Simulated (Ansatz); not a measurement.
# Be16B: the cost of one run

All numbers below are computed with Ansatz 0.2.0 (DFT PBE, plane waves, PAW, scalar-relativistic, no spin polarisation).

### Step 1. Starting point

The cell holds 17 atoms (BBe16): a = 4.580 Å, b = 4.580 Å, c = 17.383 Å, α = 90.00°, β = 90.00°, γ = 60.00°.

Its coordinates follow in the input file.

### Step 2. End point A

File input.yaml:

```yaml
crystal:
  lattice:
    - [4.58, 0.0, 0.0]
    - [2.29, 3.966396, 0.0]
    - [0.0, 0.0, 17.382645]
  atoms:
    - { symbol: Be, position: [-0.1666667, 0.3333333, 0.0575286] }
    - { symbol: Be, position: [0.3333333, 0.3333333, 0.0575286] }
    - { symbol: Be, position: [-0.1666667, 0.8333333, 0.0575286] }
    - { symbol: Be, position: [0.3333333, 0.8333333, 0.0575286] }
    - { symbol: Be, position: [0.0, 0.0, 0.1607474] }
    - { symbol: Be, position: [0.5, 0.0, 0.1607474] }
    - { symbol: Be, position: [0.0, 0.5, 0.1607474] }
    - { symbol: Be, position: [0.5, 0.5, 0.1607474] }
    - { symbol: Be, position: [-0.1666667, 0.3333333, 0.2639662] }
    - { symbol: Be, position: [0.3333333, 0.3333333, 0.2639662] }
    - { symbol: Be, position: [-0.1666667, 0.8333333, 0.2639662] }
    - { symbol: Be, position: [0.3333333, 0.8333333, 0.2639662] }
    - { symbol: Be, position: [0.0, 0.0, 0.3671849] }
    - { symbol: Be, position: [0.5, 0.0, 0.3671849] }
    - { symbol: Be, position: [0.0, 0.5, 0.3671849] }
    - { symbol: Be, position: [0.5, 0.5, 0.3671849] }
    - { symbol: B, position: [0.2446998, 0.2952965, 0.4546285] }
basis:
  ecutwfc: 420.0
kpoints:
  mp_grid: { grid: [4, 4, 1] }
hamiltonian:
  xc: pbe
scf:
  occupations: { method: fermi_dirac, width: 0.15 }
  lower_state_search: "off"
relax:
  f_tol: 0.03
  max_steps: 60
  adjacent_minimum: "off"
  constraints: [{ sites: [0, 1, 2, 3] }]
```

On the command line:

```console
$ ansatz run input.yaml --threads 1 --pin off --max-ram 3072MiB --backend cpu --events-out ev --progress --plain --runs-dir out
```

What time and memory should one allow on 1 thread of an Arm CPU, shared host?

About 52 s, with a peak of 0.44 GiB.
